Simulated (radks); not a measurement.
# Valence configurations of Nd²⁺

One table from this session's results is given with a row withheld; the runs are named, their logs left out.

Method: Dirac Kohn-Sham, BLYP, spin-unpolarised, spherical densities, point nucleus; open shells are shared between the two j in proportion to 2j + 1. Code: radks (a radial shooting solver on a logarithmic mesh, Libxc functionals) version 1.

**The atom as given**

| Item | Value |
| --- | --- |
| element | neodymium (Z = 60) |
| charge | +2 |
| electrons | 58 |
| configuration | [Xe] 4f4 |
| others tried | 4f3 6s1; 4f3.5 6p0.5; 4f3 5d1; 4f3 6p1; 4f3 6s0.5 6p0.5; 4f2 5d1 6p1; 4f1.5 6p2.5; 4f1 5d2 6s0.5 6p0.5; 4f1 5d1 6s1.5 6p0.5 |

The outer shells:

Nd²⁺
```
[Xe] core
4f [↑ ][↑ ][↑ ][↑ ][  ][  ][  ]
```

Set-up of the first run:

Settings of this run:

```text
Z 60
configuration [Xe] 4f4
relativity Dirac
functional b88,lyp
spin unpolarised
j_filling average
nucleus point
c 137.035999084
```

Launch:

```console
python run_ks.py task.json out
```

All runs below come from this command, one after another.

Among the steps run: [Xe] 4f4.

One table of the session follows, with a row left open; its other results are not shown here.

It belongs to the step «[Xe] 4f4». From the orbitals of this run (lengths in bohr):

```
level     <r>  outermost maximum (interpolated)  90 % within  nodes
4p3/2       ?                                 ?            ?      ?
4d3/2  0.7016                             0.614         1.06      1
4d5/2  0.7118                             0.622         1.07      1
5s1/2   1.471                              1.32         2.12      4
5p1/2   1.657                              1.45         2.43      3
5p3/2   1.746                              1.52         2.56      3
4f5/2   1.080                             0.660         1.91      0
4f7/2   1.097                             0.665         1.95      0
```

Estimate the missing values for 4p3/2.

The run gave: <r>: 0.6521; outermost maximum (interpolated): 0.598; 90 % within: 0.949; nodes: 2. In the column «<r>» it is the lowest.
